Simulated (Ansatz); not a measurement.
# ClH6NSi2: small, medium and large basis sets

One table from this session's results is given with a row withheld; the runs are named, their logs left out.

Method: one geometry, several basis sets; program: Ansatz 0.2.0, Gaussian basis.

Plan: PBE0-D4/def2-SVP; ωB97M-V/def2-SVP; PBE0-D4/def2-QZVPP; ωB97M-V/def2-QZVPP; the functionals' def2-TZVPP values are taken from earlier runs.

**The relaxed structure**

An earlier PBE0-D4 in a triple-zeta def2 set relaxation fixed the geometry.

SMILES `N[SiH2][SiH2]Cl`, 10 atoms, charge 0, spin multiplicity 1.

Atoms are counted from 1 here; the program's logs count them from 0.

Bond lengths: N1–Si2 1.719 Å, N1–H5 1.008 Å, N1–H6 1.007 Å, Si2–Si3 2.342 Å, Si2–H7 1.488 Å, Si2–H8 1.495 Å, Si3–Cl4 2.076 Å, Si3–H9 1.485 Å, Si3–H10 1.485 Å. Angles: Si2–N1–H5 118.9°, Si2–N1–H6 120.6°, H5–N1–H6 111.2°, N1–Si2–Si3 105.7°, N1–Si2–H7 108.8°, N1–Si2–H8 116.4°, Si3–Si2–H7 110.9°, Si3–Si2–H8 108.2°, H7–Si2–H8 106.9°, Si2–Si3–Cl4 106.4°, Si2–Si3–H9 113.3°, Si2–Si3–H10 113.6°, Cl4–Si3–H9 107.0°, Cl4–Si3–H10 107.3°, H9–Si3–H10 108.9°.

The first run:

The input, in.yaml:

```yaml
crystal:
  periodic: [false, false, false]
  atoms:
    - {symbol: N, position_ang: [-1.495793, 0.818167, -0.284518]}
    - {symbol: Si, position_ang: [0.132335, 0.560347, -0.770305]}
    - {symbol: Si, position_ang: [1.071266, -0.819573, 0.871908]}
    - {symbol: Cl, position_ang: [-0.311523, -2.325320, 1.231217]}
    - {symbol: H, position_ang: [-2.043688, 0.029913, 0.023216]}
    - {symbol: H, position_ang: [-2.070060, 1.499202, -0.754657]}
    - {symbol: H, position_ang: [0.829836, 1.873964, -0.823536]}
    - {symbol: H, position_ang: [0.333814, -0.092683, -2.100521]}
    - {symbol: H, position_ang: [1.300767, -0.123056, 2.162969]}
    - {symbol: H, position_ang: [2.336245, -1.472260, 0.447128]}
basis:
  gaussian: {orbitals: def2-SVP}
hamiltonian: {xc: pbe0, dispersion: d4}
output: {orbitals: {seedname: orbitals}}
```

The run is started by

```sh
> ansatz run in.yaml --threads 2 --pin off --events-out ev --progress --plain --max-ram 4352MiB
```

Among the steps run: PBE0-D4 in def2-SVP; ωB97M-V in def2-SVP; PBE0-D4 in def2-QZVPP; ωB97M-V in def2-QZVPP.

One of the session's tables, all rows but one given; the rest of the session is left out.

It belongs to the step «Functionals by basis». 

```
functional       basis  HOMO (eV)
   PBE0-D4    def2-SVP      -7.27
   PBE0-D4  def2-TZVPP      -7.46
   PBE0-D4  def2-QZVPP      -7.49
   ωB97M-V    def2-SVP      -9.48
   ωB97M-V  def2-TZVPP      -9.67
   ωB97M-V  def2-QZVPP          ?
```

**Question.** Estimate the row for ωB97M-V, def2-QZVPP.

As computed: HOMO (eV): -9.71. In the column «HOMO (eV)» it is the lowest.
